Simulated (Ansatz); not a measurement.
Runs of Ansatz 0.2.0 on InSb3. The structure is cubic, space group Pm-3m (No. 221). The conventional cell has a = 4.806 Å, b = 4.806 Å, c = 4.806 Å, α = 90.00°, β = 90.00°, γ = 90.00°. Sb (site symmetry 4/mmm) has 8 Sb at 3.40 Å and 4 In at 3.40 Å as nearest neighbours. In (site symmetry m-3m) is surrounded by 12 Sb at 3.40 Å. The cell comes from a database or a generator and needn't be the stable form of this composition.

| task | level | potentials or basis | k mesh | cutoff (eV) | smearing | basis error allowed | gap on the mesh (eV) | pressure (GPa) |
| --- | --- | --- | --- | --- | --- | --- | --- | --- |
| phonons | PBEsol | all-electron LAPW, scalar-relativistic | 6 × 6 × 6 | 155 | fermi-dirac 0.05 eV | 0.002 eV/atom | none | - |
| band structure | PBE | all-electron LAPW, scalar-relativistic | 6 × 6 × 6 | 142 | fermi-dirac 0.05 eV | 0.002 eV/atom | - | (a) |
| density of states | PBEsol | all-electron PAW datasets made for the crystal | 6 × 6 × 6 | 240 | fermi-dirac 0.05 eV | - | none | -2.7 |
| single point | PBEsol | all-electron LAPW, scalar-relativistic | 6 × 6 × 6 | 155 | fermi-dirac 0.05 eV | 0.001 eV/atom | none | -2.7 |
| single point | PBEsol | all-electron LAPW, scalar-relativistic | 4 × 4 × 4 | 142 | fermi-dirac 0.03 eV | 0.002 eV/atom | none | -2.4 |

Alike in all rows: no spin polarisation; cell as given.

Q: Fill in the values left out.

A: (a) 0.2.

Caveats: a metal's response needs a denser mesh (some runs); some modes are imaginary (some runs); the program warned that the printed levels may be off, so bands, gaps and densities of states are rough (some runs); the k mesh is thin for a metal, which can move the energy by tens of meV per atom (some runs).

A k mesh can miss the band edges, and the runs leave out spin-orbit coupling on In, Sb.

A gap of «none» marks a metal or a gap under the smearing width.

Not every run made on this cell is shown here.
